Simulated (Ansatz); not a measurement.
# InB3As4: the cost of one run

The runs shown are made with Ansatz 0.2.0. PAW datasets, plane waves. Note: simulated data, non-magnetic, for a generated structure that need not be the stable one.

## 1. The cell

The cell was relaxed beforehand with r2SCAN.

It is tetragonal, I-42m (No. 121); a = 5.152 Å, c = 10.139 Å in the conventional setting, 16.82 Å³ an atom. Near B stand 4 As at 2.17 Å; near As stand 3 B at 2.10–2.17 Å and 1 In at 2.50 Å; near B stand 4 As at 2.10 Å; near In stand 4 As at 2.50 Å.

As a file:

```
CELL_PARAMETERS angstrom
-2.57575 2.57575 5.06964
2.57575 -2.57575 5.06964
2.57575 2.57575 -5.06964
ATOMIC_POSITIONS crystal
B 0.75000 0.25000 0.50000
As 0.14753 0.57832 0.00000
B 0.50000 0.50000 0.00000
As 0.85247 0.85247 0.43079
B 0.25000 0.75000 0.50000
As 0.57832 0.14753 0.00000
In 0.00000 0.00000 0.00000
As 0.42168 0.42168 0.56921
```

## 2. PBE bands along the symmetry lines

Contents of input.yaml:

```yaml
crystal:
  lattice:
    - [-2.5757519381, 2.5757519381, 5.069636748]
    - [2.5757519381, -2.5757519381, 5.069636748]
    - [2.5757519381, 2.5757519381, -5.069636748]
  atoms:
    - { symbol: B, position: [0.75, 0.25, 0.5] }
    - { symbol: As, position: [0.1475337929, 0.578319616, 0.0] }
    - { symbol: B, position: [0.5, 0.5, 0.0] }
    - { symbol: As, position: [0.8524662071, 0.8524662071, 0.4307858231] }
    - { symbol: B, position: [0.25, 0.75, 0.5] }
    - { symbol: As, position: [0.578319616, 0.1475337929, 0.0] }
    - { symbol: In, position: [0.0, 0.0, 0.0] }
    - { symbol: As, position: [0.421680384, 0.421680384, 0.5692141769] }
kpoints:
  mp_grid: { grid: [8, 8, 8] }
  band_path:
    path:
      - [[0.0, 0.0, 0.0], [-1.245678375271e-17, 1.245678375271e-17, 0.5], [0.25, 0.25, 0.25], [-2.825464200867e-18, 0.5, 2.825464200867e-18], [0.0, 0.0, 0.0], [0.5, 0.5, -0.5], [0.3145348633619, 0.6854651366381, -0.3145348633619]]
      - [[-0.3145348633619, 0.3145348633619, 0.3145348633619], [0.0, 0.0, 0.0]]
      - [[-1.245678375271e-17, 1.245678375271e-17, 0.5], [-0.1290697267238, 0.1290697267238, 0.5]]
      - [[0.5, 0.5, -0.1290697267238], [0.5, 0.5, -0.5]]
    npoints: 10
hamiltonian:
  xc: pbe
scf:
  occupations: { method: fermi_dirac, width: 0.02 }
  n_extra_bands: 6
output:
  forces: true
  stress: true
  eigenvalues: true
  write_density: true
  write_potential: true
  elf: true
  volumetric_format: npy
```

On the command line:

```console
ansatz run input.yaml --threads 4 --pin off --max-ram 6451MiB --backend cpu --events-out ev --progress --plain --runs-dir out
```

What time and memory should one allow on 4 threads of Arm Neoverse V2, shared host?

About 18 s, with a peak of 0.79 GiB.
